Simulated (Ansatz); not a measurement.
# Cl2FHOSi, SMILES O[Si](F)(Cl)Cl: harmonic frequencies at the relaxed geometry

Program: Ansatz 0.2.0 through its Python package.

Input file `cl2fhosi.xyz`:
```text
6

O    -0.57270    0.41800    1.09300
Si    0.22160    0.01700   -0.26390
F     1.52360   -0.73410    0.17130
Cl   -0.91740   -1.18840   -1.34770
Cl    0.60620    1.67860   -1.37760
H    -0.81920   -0.25520    1.67880
```

Notebook, run cell by cell (the value of a cell's last expression is shown):

In [1]:
```python
from dataclasses import dataclass
import itertools

import ansatz as az
from ase import Atoms
from ase.data import atomic_numbers, covalent_radii
from ase.thermochemistry import IdealGasThermo
import numpy as np


@dataclass
class Settings:
    basis: str = "cc-pVDZ"
    xc: str = "b3lyp"
```

In [2]:
```python
cfg = Settings()
```

In [3]:
```python
mol = az.Crystal.molecule_from_extxyz("cl2fhosi.xyz")
```

In [4]:
```python
setup = mol.calculation()
setup = setup.basis(gaussian=cfg.basis).functional(cfg.xc)
symbols = [site.symbol for site in mol.cartesian_sites]
start = np.array([site.position_ang for site in mol.cartesian_sites], dtype=float)
rep = setup.relax(force_tolerance=0.003).run(threads=1).report
end = np.array(rep["positions_ang"])
```

In [5]:
```python
# pairs closer than 1.2 times the sum of covalent radii, before or after
radius = [covalent_radii[atomic_numbers[s]] for s in symbols]
span = lambda where, i, j: np.linalg.norm(where[i] - where[j])
bonded = [(i, j) for i, j in itertools.combinations(range(len(symbols)), 2) if min(span(start, i, j), span(end, i, j)) < 1.2 * (radius[i] + radius[j])]
print("pair        before    after (A)")
for i, j in bonded:
    print(f"{symbols[i]}{i}-{symbols[j]}{j}".ljust(10), f"{span(start, i, j):8.4f} {span(end, i, j):8.4f}")

# frequencies need a stationary point, so they are taken at the relaxed geometry
minimum = az.Crystal.molecule()
for symbol, place in zip(symbols, end):
    minimum = minimum.atom(symbol, place.tolist())
vibrating = minimum.calculation()
vibrating = vibrating.basis(gaussian=cfg.basis)
vibrating = vibrating.functional(cfg.xc)
vibrating = vibrating.phonons(temperatures=(100, 500, 100))
vib = vibrating.run(threads=1).report["vibrations"]
sums = vib["harmonic_sums"]
modes = [m["omega_inv_cm"] for m in sums["modes_at_gamma"] if m["rigid_motion"] == "no"]
for number, w in enumerate(modes, start=1):
    print(f"mode {number:2d} {w:9.1f} 1/cm {w / 8065.544 * 1000:8.2f} meV")
print("imaginary modes:", sum(w < 0 for w in modes), " zero-point energy:", round(sums["zero_point_energy_ev"], 4), "eV")
# rigid rotor and ideal gas, symmetry number taken as one
gas = IdealGasThermo(vib_energies=[w / 8065.544 for w in modes if w > 0], geometry="linear" if len(modes) == 3 * len(symbols) - 5 else "nonlinear",
                     atoms=Atoms(symbols, positions=end), symmetrynumber=1, spin=0.0)
print(f"H(298 K) - E = {gas.get_enthalpy(298.15, verbose=False):.4f} eV")
print(f"S(298 K, 1 bar) = {96485.33 * gas.get_entropy(298.15, 1e5, verbose=False):.1f} J/(mol K) with symmetry number 1")
```
```text
pair        before    after (A)
O0-Si1       1.6226   1.6520
O0-H5        0.9258   0.9688
Si1-F2       1.5648   1.6317
Si1-Cl3      1.9811   2.0650
Si1-Cl4      2.0369   2.0486
mode  1     139.0 1/cm    17.24 meV
mode  2     175.6 1/cm    21.77 meV
mode  3     228.9 1/cm    28.38 meV
mode  4     261.8 1/cm    32.46 meV
mode  5     286.9 1/cm    35.58 meV
mode  6     303.3 1/cm    37.60 meV
mode  7     490.0 1/cm    60.75 meV
mode  8     609.9 1/cm    75.61 meV
mode  9     824.8 1/cm   102.26 meV
mode 10     893.1 1/cm   110.73 meV
mode 11     967.4 1/cm   119.95 meV
mode 12    3811.3 1/cm   472.54 meV
imaginary modes: 0  zero-point energy: 0.5574 eV
H(298 K) - E = 0.7597 eV
S(298 K, 1 bar) = 342.4 J/(mol K) with symmetry number 1
```

Caveats:
- The frequencies are harmonic and unscaled, in a modest basis.
- b3lyp holds the VWN-RPA fit, as in Gaussian; the form of ORCA and Turbomole is b3lyp5.
- The result belongs to the one conformer reached from this start, and soft torsions count as harmonic oscillators.
- The entropy takes a symmetry number of 1; a symmetric molecule's is lower by R ln(sigma).
- It ran for 2.1 min on 1 thread of Arm Neoverse V2, with other jobs on the host, peak memory 0.34 GiB.
